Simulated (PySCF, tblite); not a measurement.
**C5H4F3NO: geometry, infrared bands and NMR shifts**

Aim: predict the infrared bands and NMR shifts of C5H4F3NO (`[H]/N=C(\C=C)C(=O)C(F)(F)F`).

Computed with tblite 0.8.0 and PySCF 2.14.0, with density-fitted response routines of our own, on a single molecule in the gas phase. Atoms count from 0, in the outputs and in this text.

### Step 1. The starting structure

14 atoms, charge 0, multiplicity 1; geometry from: force field or distance geometry start.

Bonds of the start (Å): C0–C1 1.33, C1–C2 1.50, C2–N3 1.28, C2–C4 1.50, C4–O5 1.24, C4–C6 1.50, C6–F7 1.36, C6–F8 1.37, C6–F9 1.36, C0–H10 1.08, C0–H11 1.10, C1–H12 1.07, N3–H13 1.03.

### Step 2. Geometry optimisation with GFN2-xTB

What the job is given:

```
{"job": {"kind": "relax", "xc": "GFN2-xTB", "basis": "xTB"}, "charge": 0, "multiplicity": 1}
C     -2.442100     0.063200     0.399000
C     -1.414800     0.311300    -0.416200
C     -0.121800    -0.442900    -0.279600
N     -0.002100    -1.644200     0.135200
C      1.094100     0.290700    -0.752700
O      1.092600     0.738100    -1.906700
C      2.199300     0.392700     0.252800
F      3.025800    -0.691400     0.271100
F      1.740600     0.538500     1.531800
F      3.004000     1.465300     0.039000
H     -2.428200    -0.674400     1.192900
H     -3.374000     0.631200     0.290800
H     -1.464800     1.078200    -1.161500
H     -0.909100    -2.056800     0.381600
```

Started as:

```bash
OMP_NUM_THREADS=1 python probes_run.py task.json out
```

The driver reads the jobs from task.json and runs them one after another.

**Question.** This job is followed by: GFN2-xTB harmonic vibrations, gas phase; GIAO PBE0/pcSseg-1 NMR shielding, non-relativistic, gas phase. What will the session give for the following? strongest single infrared mode (GFN2-xTB); zero-point energy (GFN2-xTB); 13C shifts against TMS (PBE0/pcSseg-1); 1H shifts against TMS (PBE0/pcSseg-1); 15N shifts against NH3 (PBE0/pcSseg-1); 17O shifts against H2O (PBE0/pcSseg-1); 19F shifts against CFCl3 (PBE0/pcSseg-1, means over atoms taken as alike); surface potential, 1st and 99th percentile.

**Answer**, as computed:

```
                                                                 quantity                                  value
                                strongest single infrared mode (GFN2-xTB)                  1080 cm⁻¹, 291 km/mol
                                             zero-point energy (GFN2-xTB)                          53.0 kcal/mol
                                   13C shifts against TMS (PBE0/pcSseg-1)  190.0, 168.2, 133.0, 132.8, 126.5 ppm
                                    1H shifts against TMS (PBE0/pcSseg-1)            13.77, 7.34, 6.39, 6.26 ppm
                                   15N shifts against NH3 (PBE0/pcSseg-1)                              380.0 ppm
                                   17O shifts against H2O (PBE0/pcSseg-1)                              659.6 ppm
19F shifts against CFCl3 (PBE0/pcSseg-1, means over atoms taken as alike)                              -83.4 ppm
                                    surface potential, 1st and 99th percentile                     -1.25 V and 1.97 V
```

Over 110 steps the energy fell by 0.302 eV; of the close pairs, C4–C6 changed most, 1.498 to 1.559 Å. All 36 modes are real, so the xTB geometry is a minimum. The strongest single mode, at 1080 cm⁻¹, moves mainly C6. GFN2-xTB is a fitted tight-binding method: band positions and strengths are rough. Its intensities can rank the bands wrongly. At PBE0/pcSseg-1: Shielding is most anisotropic at O5 (span 1258 ppm, paramagnetic term -723 ppm). At PBE0/pcSseg-1, counted by nearest atom on the grid, the HOMO lies on N3 31 %; O5 27 %, the LUMO on N3 24 %; C4 20 %.
